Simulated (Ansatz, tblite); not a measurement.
**The cluster Ge8Ir−: isomers from a random search**

The task here is to estimate one member of a computed series from the others.

The runs use Ansatz 0.2.0, Gaussian basis; relaxed with PBE-D4/def2-SVP, singlet.

8 further runs of the same task are left out: 8 that didn't finish.

### Where the work starts

9 atoms, charge -1, spin multiplicity 1.

Atoms are counted from 1 here; the program's logs count them from 0.

Bond lengths: Ir1–Ge2 2.460 Å, Ir1–Ge5 2.586 Å, Ir1–Ge7 2.461 Å, Ir1–Ge8 2.582 Å, Ir1–Ge9 2.513 Å, Ge2–Ge3 2.513 Å, Ge3–Ge8 2.524 Å, Ge3–Ge9 2.532 Å, Ge4–Ge5 2.639 Å, Ge4–Ge6 2.687 Å, Ge4–Ge8 2.637 Å, Ge4–Ge9 2.537 Å, Ge5–Ge6 2.523 Å, Ge5–Ge7 2.756 Å and more. Angles: Ge2–Ir1–Ge5 122.7°, Ge2–Ir1–Ge7 120.5°, Ge2–Ir1–Ge8 66.2°, Ge2–Ir1–Ge9 64.6°, Ge5–Ir1–Ge7 66.1°, Ge5–Ir1–Ge8 65.9°, Ge5–Ir1–Ge9 72.7°, Ge7–Ir1–Ge8 122.6°, Ge7–Ir1–Ge9 64.6°, Ge8–Ir1–Ge9 72.6°, Ir1–Ge2–Ge3 101.5°, Ge2–Ge3–Ge8 66.3° and more.

Ir takes a core potential in the def2 sets. No spin-orbit coupling is included. The ion is computed in the gas phase, without counter-ions or solvent.

A search from random starts with GFN2-xTB found 13 distinct shapes; 2 go on here. The structure above is candidate A, which lies 0.00 eV above the lowest at that level; B lies 0.28 eV above the lowest at that level.

Set-up of the first run:

File in.yaml:

```yaml
crystal:
  periodic: [false, false, false]
  atoms:
    - {symbol: Ir, position_ang: [0.493650, -1.774490, 0.248640]}
    - {symbol: Ge, position_ang: [-0.203990, -1.594550, -2.103950]}
    - {symbol: Ge, position_ang: [-0.201690, 0.895980, -2.438400]}
    - {symbol: Ge, position_ang: [0.369650, 2.076640, -0.092070]}
    - {symbol: Ge, position_ang: [1.169690, 0.279650, 1.667070]}
    - {symbol: Ge, position_ang: [-1.133780, 1.260400, 1.980030]}
    - {symbol: Ge, position_ang: [-1.086190, -1.252830, 2.062350]}
    - {symbol: Ge, position_ang: [1.747970, 0.054150, -1.074530]}
    - {symbol: Ge, position_ang: [-1.155320, 0.055060, -0.249130]}
basis:
  gaussian: {orbitals: def2-SVP}
total_charge: -1
hamiltonian: {xc: pbe, dispersion: d4}
scf: {lower_state_search: "off"}
output: {orbitals: {seedname: orbitals}}
relax: {f_tol: 0.03, max_steps: 70}
```

Started as:

```bash
$ ansatz run in.yaml --threads 6 --pin off --events-out ev --progress --plain --max-ram 7833MiB
```

Steps of the session up to this table: Relaxing candidate A; Relaxing candidate B; Candidate A, PBE0-D4/def2-SVP; Candidate A, PBE-D4/def2-SVP; Candidate A, r2SCAN-D4/def2-SVP.

One of the session's tables, all rows but one given; the rest of the session is left out.

It belongs to the step «A against B». 

```
             level  A above B (kJ/mol)
          GFN2-xTB               -24.4
   PBE-D4/def2-SVP                   ?
r2SCAN-D4/def2-SVP               +84.3
  PBE0-D4/def2-SVP               +85.6
```

Estimate the missing values for PBE-D4/def2-SVP.

The run gave: A above B (kJ/mol): +77.2. In the column «A above B (kJ/mol)» it lies between GFN2-xTB (-24.4) and r2SCAN-D4/def2-SVP (+84.3).

Caveats from the session: A random search of this size may have missed the true lowest shape. Only singlets are compared; another spin may lie lower and prefer another shape.
